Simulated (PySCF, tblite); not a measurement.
# C₃H₈BNO₃+ (doublet): geometry, infrared bands and EPR parameters

What infrared bands and EPR parameters should C₃H₈BNO₃+ (doublet) (`CC(=[O+])NCB(O)O`) show?

Computed with tblite 0.8.0 and PySCF 2.14.0, with density-fitted response routines of our own, on a single molecule in the gas phase. Atoms count from 0, in the outputs and in this text.

## Step 1: The starting structure

16 atoms, charge 1, multiplicity 2; geometry from: force field or distance geometry start.

Bonds of the start (Å): C0–C1 1.50, C1–O2 1.25, C1–N3 1.42, N3–C4 1.44, C4–B5 1.57, B5–O6 1.45, B5–O7 1.49, C0–H8 1.12, C0–H9 1.12, C0–H10 1.09, N3–H11 1.06, C4–H12 1.12, C4–H13 1.11, O6–H14 0.99, O7–H15 1.00.

## Step 2: Optimising the geometry with GFN2-xTB

The job: settings as JSON, then the geometry in Å.

```
{"job": {"kind": "relax", "xc": "GFN2-xTB", "basis": "xTB"}, "charge": 1, "multiplicity": 2}
C     -2.452400    -0.263000     0.583400
C     -1.170400    -0.207600    -0.191500
O     -0.727100    -1.193500    -0.825100
N     -0.443600     1.006500    -0.149200
C      0.814000     1.222200    -0.806300
B      1.858400     0.180400    -0.255300
O      1.349800    -0.767400     0.721500
O      3.309900     0.513800    -0.150400
H     -2.157300    -0.207200     1.666700
H     -3.028900     0.656800     0.289900
H     -2.933300    -1.202400     0.295600
H     -0.850800     1.799800     0.423800
H      0.630200     0.955900    -1.881900
H      1.172700     2.265400    -0.719500
H      0.984300    -1.579400     0.294300
H      3.637000     0.096200     0.692500
```

The run is started by

```
OMP_NUM_THREADS=1 python probes_run.py task.json out
```

The driver reads the jobs from task.json and runs them one after another.

The program printed:

```text
step      E/eV     max force
  0    -718.46143    5.683
  1    -719.35879    2.812
  2    -719.52483    4.870
  3    -719.74260    0.987
  4    -719.79379    0.628
  5    -719.91432    1.036
  6    -719.99533    1.156
  7    -720.05993    0.701
  8    -720.11150    0.517
  9    -720.15297    0.594
 10    -720.19241    0.580
 11    -720.22210    0.459
 12    -720.24600    0.340
 13    -720.26299    0.434
 14    -720.27282    0.477
 15    -720.28438    0.292
 16    -720.29334    0.207
 17    -720.30357    0.213
 18    -720.30860    0.236
 19    -720.31900    0.201
 20    -720.32735    0.190
 21    -720.33465    0.188
 22    -720.34047    0.264
 23    -720.34749    0.272
 24    -720.35337    0.169
 25    -720.35775    0.169
 26    -720.36165    0.170
 27    -720.36634    0.226
 28    -720.37280    0.246
 29    -720.38048    0.287
 30    -720.38815    0.299
 31    -720.39619    0.304
 32    -720.40574    0.324
 33    -720.41600    0.368
 34    -720.42428    0.316
 35    -720.43062    0.191
 36    -720.43509    0.179
 37    -720.43902    0.203
 38    -720.44335    0.245
 39    -720.44679    0.232
 40    -720.45032    0.151
 41    -720.45371    0.127
 42    -720.45554    0.107
 43    -720.45633    0.075
 44    -720.45674    0.062
 45    -720.45707    0.043
 46    -720.45740    0.048
 47    -720.45760    0.038
 48    -720.45775    0.040
 49    -720.45792    0.050
 50    -720.45809    0.044
 51    -720.45824    0.027
 52    -720.45834    0.021
 53    -720.45842    0.019
 54    -720.45850    0.027
 55    -720.45857    0.024
 56    -720.45865    0.020
 57    -720.45875    0.024
 58    -720.45889    0.029
 59    -720.45905    0.032
 60    -720.45918    0.033
 61    -720.45928    0.030
 62    -720.45937    0.026
 63    -720.45946    0.026
 64    -720.45957    0.026
 65    -720.45965    0.023
 66    -720.45973    0.027
 67    -720.45982    0.025
 68    -720.45992    0.025
 69    -720.46002    0.025
 70    -720.46012    0.026
 71    -720.46022    0.031
 72    -720.46037    0.037
 73    -720.46060    0.050
 74    -720.46085    0.044
 75    -720.46103    0.029
 76    -720.46113    0.026
 77    -720.46119    0.023
 78    -720.46127    0.032
 79    -720.46137    0.030
 80    -720.46149    0.029
 81    -720.46159    0.033
 82    -720.46167    0.029
 83    -720.46176    0.026
 84    -720.46184    0.019
 85    -720.46192    0.023
 86    -720.46197    0.016
 87    -720.46200    0.012
 88    -720.46202    0.014
 89    -720.46207    0.017
 90    -720.46213    0.018
 91    -720.46216    0.011
 92    -720.46217    0.011
 93    -720.46218    0.010
```

It took 0.42 s on 1 thread of Arm Neoverse V2, shared host.

Step by step: (not every step is listed)

```
step  energy from step 0 (eV)  largest force (eV/Å)
   0                   0.0000                5.6827
   1                  -0.8974                2.8121
   2                  -1.0634                4.8702
   3                  -1.2812                0.9874
   4                  -1.3324                0.6281
   5                  -1.4529                1.0359
   6                  -1.5339                1.1556
   7                  -1.5985                0.7014
   8                  -1.6501                0.5171
  16                  -1.8319                0.2069
  24                  -1.8919                0.1690
  32                  -1.9443                0.3242
  40                  -1.9889                0.1512
  48                  -1.9963                0.0405
  56                  -1.9972                0.0199
  64                  -1.9981                0.0263
  72                  -1.9989                0.0365
  80                  -2.0001                0.0294
  88                  -2.0006                0.0140
  89                  -2.0006                0.0166
  90                  -2.0007                0.0181
  91                  -2.0007                0.0112
  92                  -2.0007                0.0112
  93                  -2.0008                0.0095
```

Close pairs (by a distance rule), those that changed most:

```
  bond  before (Å)  after (Å)  change (Å)
 C4–B5       1.575      1.785      +0.210
 B5–O7       1.493      1.300      -0.193
 B5–O6       1.453      1.297      -0.156
 N3–C4       1.435      1.379      -0.056
N3–H11       1.060      1.015      -0.045
 C1–O2       1.253      1.208      -0.045
 C0–H9       1.125      1.089      -0.036
O7–H15       0.996      0.961      -0.035
```

The end geometry stands in the next job.

## Step 3: Vibrational analysis with GFN2-xTB

The job: settings as JSON, then the geometry in Å.

```
{"job": {"kind": "ir", "xc": "GFN2-xTB", "basis": "xTB"}, "charge": 1, "multiplicity": 2}
C     -2.530575    -0.098535     0.593489
C     -1.213517    -0.228472    -0.075488
O     -0.744309    -1.229462    -0.562571
N     -0.457370     0.956676    -0.112046
C      0.732775     1.047912    -0.803078
B      2.036779     0.098758    -0.038571
O      1.819629    -1.177548     0.032434
O      3.007567     0.879145     0.335199
H     -2.395469     0.021914     1.668574
H     -3.072728     0.769819     0.223389
H     -3.117685    -0.996934     0.419601
H     -0.732596     1.719407     0.498013
H      0.688354     0.531210    -1.765049
H      1.119921     2.060216    -0.855574
H      1.025115    -1.638017    -0.293125
H      3.826511     0.560340     0.723392
```

The program printed:

```text
mode    cm-1     km/mol
  1      59.1      0.73
  2      67.2      2.36
  3      95.8      2.56
  4     165.9     12.04
  5     221.1      6.75
  6     231.3      1.96
  7     292.9      1.15
  8     383.2     57.05
  9     414.0     11.75
 10     472.0     70.99
 11     498.6    181.97
 12     529.4    108.65
 13     557.4     35.18
 14     575.5    124.98
 15     632.6     15.31
 16     687.8    211.03
 17     792.9     25.02
 18     820.5    231.19
 19     854.1    486.55
 20     875.1      2.02
 21     983.7     21.81
 22     998.3     34.29
 23    1071.8    292.66
 24    1121.9     17.64
 25    1131.8     91.04
 26    1161.8    121.90
 27    1236.2     20.16
 28    1327.0    127.17
 29    1365.8    101.30
 30    1384.1     20.10
 31    1416.6     13.91
 32    1423.4     23.82
 33    1574.5    470.61
 34    1715.6    254.55
 35    2946.4     16.35
 36    3009.0      2.04
 37    3030.4      7.35
 38    3046.9      9.27
 39    3066.8      6.29
 40    3251.7    237.73
 41    3365.4     61.21
 42    3540.1    158.46
```

Run time: 0.37 s. Hardware: 1 thread of Arm Neoverse V2, shared host.

The strongest bands and the atoms that carry them (share of the mass-weighted mode):

```
cm⁻¹  km/mol                                atoms
 499   182.0                    H15 61 %, C4 18 %
 688   211.0                             H14 89 %
 820   231.2                    H15 51 %, O7 18 %
 854   486.6                    H14 71 %, O6 11 %
1072   292.7  H12 23 %, O6 21 %, B5 17 %, O7 14 %
1574   470.6            B5 72 %, O7 13 %, O6 12 %
1716   254.6                     C1 62 %, O2 34 %
3252   237.7                             H14 94 %
```

## Step 4: g tensor and hyperfine couplings: B3LYP/pcH-1

Settings changed since step 3:

```diff
@@ -1,2 +1,2 @@
-{"job": {"kind": "ir", "xc": "GFN2-xTB", "basis": "xTB"}, "charge": 1, "multiplicity": 2}
+{"job": {"kind": "epr", "basis": "pcH-1"}, "charge": 1, "multiplicity": 2}
 C     -2.530575    -0.098535     0.593489
```

With the program's defaults for keys left out, this is: UKS B3LYP, pcH-1 on B C H N O, non-relativistic, mean-field spin-orbit, GIAO.

The program printed:

```text
UKS, coarse grid
  cycle   1  E = -423.96886968  |g| = 8.99e-01
  cycle   2  E = -422.53628847  |g| = 2.03e+00
  cycle   3  E = -424.19355312  |g| = 4.19e-01
  cycle   4  E = -424.26284860  |g| = 1.01e-01
  cycle   5  E = -424.26556979  |g| = 4.17e-02
  cycle   6  E = -424.26628808  |g| = 1.35e-02
  cycle   7  E = -424.26636852  |g| = 5.05e-03
  cycle   8  E = -424.26638536  |g| = 3.24e-03
  cycle   9  E = -424.26639149  |g| = 1.24e-03
  cycle  10  E = -424.26639358  |g| = 5.33e-04
UKS, final grid
  cycle   1  E = -424.26634624  |g| = 6.23e-04
  cycle   2  E = -424.26634596  |g| = 1.17e-03
  cycle   3  E = -424.26634649  |g| = 1.84e-04
  cycle   4  E = -424.26634651  |g| = 9.92e-05
  cycle   5  E = -424.26634653  |g| = 8.91e-05
  cycle   6  E = -424.26634653  |g| = 1.44e-05
E = -424.26634653 Eh   <S^2> = 0.7553 (exact 0.7500)
g shifts (ppm)      1          2          3
  rmc          -232       -232       -232
  gc              4         48         24
  oz_so        -374       1372       3249
  total        -602       1187       3041
hyperfine (MHz)  atom isotope    a_iso     a_fc   dipolar eigenvalues
    0   13C      -1.08      -1.08     -1.12      0.51      0.61
    1   13C     -16.56     -16.56     -8.61      2.57      6.04
    2   17O      -8.59      -8.59    -41.87     19.97     21.90
    3   14N      17.93      17.93    -21.40    -21.12     42.52
    4   13C       8.64       8.64    -29.41    -26.45     55.85
    5   11B      80.48      80.48    -13.07    -11.90     24.97
    6   17O      -1.58      -1.58    -32.58     15.95     16.64
    7   17O     -60.75     -60.75     -6.55      2.49      4.06
    8    1H      -2.12      -2.12     -1.95     -1.40      3.35
    9    1H       6.68       6.68     -2.44     -1.44      3.88
   10    1H      -1.76      -1.76     -1.35     -0.94      2.30
   11    1H     -31.67     -31.67    -24.58     -6.61     31.19
   12    1H      98.25      98.25    -12.01     -5.92     17.93
   13    1H      29.20      29.20    -12.74     -4.09     16.83
   14    1H       0.56       0.56    -10.80     -2.02     12.83
   15    1H      39.15      39.15     -3.00     -2.25      5.25
```

It took 76 s on 1 thread of Arm Neoverse V2, shared host; peak memory 1.1 GiB.

Principal g values 2.00172, 2.00351, 2.00536; g(iso) = 2.00353, against 2.00232 for a free electron.

Mean a(iso) over the nuclei that a row names, and the largest dipolar term of the row (other rows stand at the frozen geometry):

```
     nuclei  isotope  a(iso) (MHz)  a(iso) (G, at g = 2.0023)  largest dipolar term (MHz)
         B5      11B          80.5                       28.7                        25.0
   H12, H13       1H          63.7                       22.7                        17.9
        H11       1H         -31.7                      -11.3                        31.2
     O6, O7      17O         -31.2                      -11.1                       -32.6
   H14, H15       1H          19.9                        7.1                        12.8
         N3      14N          17.9                        6.4                        42.5
         C1      13C         -16.6                       -5.9                        -8.6
         C4      13C           8.6                        3.1                        55.9
         O2      17O          -8.6                       -3.1                       -41.9
         C0      13C          -1.1                       -0.4                        -1.1
H8, H9, H10       1H           0.9                        0.3                         3.9
```

Mulliken spin populations:

C0 0.00; C1 -0.05; O2 0.13; N3 0.41; C4 0.25; B5 0.13; O6 0.08; O7 0.01; H8 0.00; H9 0.00; H10 0.00; H11 -0.02; H12 0.04; H13 0.01; H14 0.00; H15 0.01

In first order the couplings over 0.8 MHz of 11B, 1H, 14N give 672 distinct lines over 170.9 G, if the averaged nuclei exchange fast.

Orbitals, density, ELF and potential are computed afterwards from the orbital file.

ELF in a plane through or near 7 of the atoms.

Ten even steps from '0' (0.00) to '9' (1.00):
```
0000000000000000000000000000
0000000000000000000000000000
0000000000000000000000000000
0000000000000000000000000000
0000000002770000000000000000
0000000005992003100010000000
0000001003994158500699400000
0000024400784478501999800000
0000037720575822403999810000
0000047752786846535898400000
0000025751173246278165200000
0000012422240015157699830000
0000000137861047732799960000
0000000168275157620499950000
0000000378788136640058400000
0000000267666003420000000000
0000000023211000100000000000
0000000000000000000000000000
0000000000000000000000000000
0000000000000000000000000000
```
The map spans 12.7 Å across and 9.0 Å up, centred on the molecule. Atoms in the plane (x, y in Å): C1 (1.2, -0.3), N3 (0.4, 0.8), B5 (-2.0, -0.3), O6 (-1.7, -1.6), H9 (3.0, 0.9), H10 (3.2, -0.9), H14 (-0.9, -1.9).

log10 of the density (e/Å³) in the same plane.

Ten even steps from ' ' (-4.0) to '@' (1.1):
```
                                                        
                                                        
                                                        
                  ..::::::......                        
                ::----==--------::........              
            ..::--==++++++====++==--::::::::..          
        ..::--====++**##******##**======++==--::        
      ..::==++++++++**######%%%%**++++****++==--..      
      ..--++********####%%%%@@@@##****##%%**++--::      
      ::==++**############%%@@%%######%%%%**++--::      
      ::==++**####%%####****##%%@@%%%%%%%%**++==::      
      ..--==++**##%%%%##**++**##@@%%##%%%%##++==::      
        ::--==++##%%%%##**++##%%%%##**##%%##++==::      
        ..::--++##%%@@%%##**##%%##**++******++--::      
          ..--++**%%%%%%##********++========--::        
            ::==++**####**++++++++==--::::::..          
            ..--==++++++==----==----::....              
              ..::------::::..::....                    
                                                        
                                                        
```
The map spans 12.7 Å across and 9.0 Å up, centred on the molecule. Atoms in the plane (x, y in Å): C1 (1.2, -0.3), N3 (0.4, 0.8), B5 (-2.0, -0.3), O6 (-1.7, -1.6), H9 (3.0, 0.9), H10 (3.2, -0.9), H14 (-0.9, -1.9).

On the surface of density 0.002 e/bohr³ the electrostatic potential runs, from the 1st to the 99th percentile, from 2.55 V near O2 to 6.86 V near H11.

The spin density lies nearest to N3 31 %; C4 16 %; B5 14 %; O2 11 %.

## Step 5: Outcome

```
                                 quantity                 value
strongest single infrared mode (GFN2-xTB)  854 cm⁻¹, 487 km/mol
             zero-point energy (GFN2-xTB)         74.9 kcal/mol
                           g(iso) (B3LYP)               2.00353
                                     ⟨S²⟩    0.755 (exact 0.75)
       largest a(iso) (averaged by class)   11B on B5, 80.5 MHz
```

In words: Relaxing lowered the energy by 2.001 eV in 93 steps; the close pair that moved most is C4–B5, from 1.575 to 1.785 Å. All 42 modes are real, so the xTB geometry is a minimum. The strongest single mode, at 854 cm⁻¹, moves mainly H14. GFN2-xTB is a fitted tight-binding method: band positions and strengths are rough. Its intensities can rank the bands wrongly. The largest share of the spin, 0.41 e, sits on N3. The isotropic g lies 1.2 ppt above the free-electron value.
